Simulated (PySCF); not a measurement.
# CH8BPS: the cost of one run

Computed with PySCF 2.14.0, with density-fitted response routines of our own, on a single molecule in the gas phase. Atoms count from 0, in the outputs and in this text.

### Step 1. The molecule as given

12 atoms, charge 0, multiplicity 1; geometry from: GFN2-xTB.

Bonds of the start (Å): C0–S1 1.82, S1–B2 1.92, B2–P3 1.93, C0–H4 1.08, C0–H5 1.09, C0–H6 1.09, B2–H7 1.18, B2–H8 1.18, P3–H9 1.41, P3–H10 1.38, P3–H11 1.38.

### Step 2. Geometry optimisation at PBE0-D3(BJ)/def2-SVP

What the job is given:

```
{"job": {"xc": "PBE0", "basis": "def2-SVP", "d3": "d3bj", "grid": 1, "kind": "geom"}, "charge": 0, "multiplicity": 1}
C      1.843296     0.390542     0.301428
S      0.873021    -0.051380    -1.173017
B     -0.435857    -1.200845    -0.360250
P     -1.590790     0.312122    -0.039654
H      2.539267     1.172055     0.015250
H      2.385832    -0.485444     0.643433
H      1.183489     0.749074     1.092169
H     -0.945258    -1.912279    -1.152460
H     -0.057425    -1.694761     0.642132
H     -2.826697     0.410126     0.629757
H     -1.976724     0.925317    -1.209223
H     -0.990956     1.384788     0.584409
```

Launch:

```
$ OMP_NUM_THREADS=1 python probes_run.py task.json out
```

This one command runs all jobs of the session in turn.

Q: Estimate the wall time and peak memory of this first job on 1 thread of Arm Neoverse V1, shared host.

About 30 s, with a peak of 0.43 GiB.
